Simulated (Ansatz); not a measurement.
**F2H3NSSi: small, medium and large basis sets**

An exercise on one series of results from a longer session: the logs are not shown, and one member is left open.

Computed with Ansatz 0.2.0, Gaussian basis. Level: one geometry, several basis sets.

The runs, in order: PBE0-D4/def2-SVP; ωB97M-V/def2-SVP; PBE0-D4/def2-QZVPP; ωB97M-V/def2-QZVPP; the functionals' def2-TZVPP values are taken from earlier runs.

### The geometry

All runs share one geometry, relaxed beforehand with PBE0-D4 in a triple-zeta def2 set.

8 atoms, charge 0, spin multiplicity 1.

Atoms are counted from 1 here; the program's logs count them from 0.

Bond lengths: N1–Si2 1.678 Å, N1–H6 1.006 Å, N1–H7 1.005 Å, Si2–F3 1.590 Å, Si2–F4 1.585 Å, Si2–S5 2.105 Å, S5–H8 1.344 Å. Angles: Si2–N1–H6 122.1°, Si2–N1–H7 122.6°, H6–N1–H7 113.4°, N1–Si2–F3 116.2°, N1–Si2–F4 106.3°, N1–Si2–S5 109.0°, F3–Si2–F4 104.2°, F3–Si2–S5 107.1°, F4–Si2–S5 114.2°, Si2–S5–H8 93.7°.

The first run:

Contents of in.yaml:

```yaml
crystal:
  periodic: [false, false, false]
  atoms:
    - {symbol: N, position_ang: [0.464916, 1.231117, 0.449734]}
    - {symbol: Si, position_ang: [-0.123805, -0.106769, -0.375031]}
    - {symbol: F, position_ang: [0.920984, -0.886328, -1.284661]}
    - {symbol: F, position_ang: [-1.200493, 0.440661, -1.401767]}
    - {symbol: S, position_ang: [-0.883401, -1.490779, 1.017164]}
    - {symbol: H, position_ang: [0.440839, 2.155494, 0.054049]}
    - {symbol: H, position_ang: [1.078144, 1.152597, 1.241933]}
    - {symbol: H, position_ang: [-0.604984, -2.553194, 0.242779]}
basis:
  gaussian: {orbitals: def2-SVP}
hamiltonian: {xc: pbe0, dispersion: d4}
output: {orbitals: {seedname: orbitals}}
```

Launch:

```
ansatz run in.yaml --threads 4 --pin off --events-out ev --progress --plain --max-ram 10444MiB
```

Among the steps run: PBE0-D4 in def2-SVP; ωB97M-V in def2-SVP; PBE0-D4 in def2-QZVPP; ωB97M-V in def2-QZVPP.

One table of the session follows, with a row left open; its other results are not shown here.

It belongs to the step «Density functionals: the series». 

| functional | basis | HOMO (eV) | LUMO (eV) |
| --- | --- | --- | --- |
| PBE0-D4 | def2-SVP | -7.86 | 0.79 |
| PBE0-D4 | def2-TZVPP | -8.02 | 0.30 |
| PBE0-D4 | def2-QZVPP | -8.06 | 0.03 |
| ωB97M-V | def2-SVP | -10.05 | 2.68 |
| ωB97M-V | def2-TZVPP | ? | ? |
| ωB97M-V | def2-QZVPP | -10.29 | 1.38 |

Estimate the missing values for ωB97M-V, def2-TZVPP.

**Answer.** HOMO (eV): -10.24; LUMO (eV): 1.96. In the column «HOMO (eV)» it lies between ωB97M-V, def2-QZVPP (-10.29) and ωB97M-V, def2-SVP (-10.05).
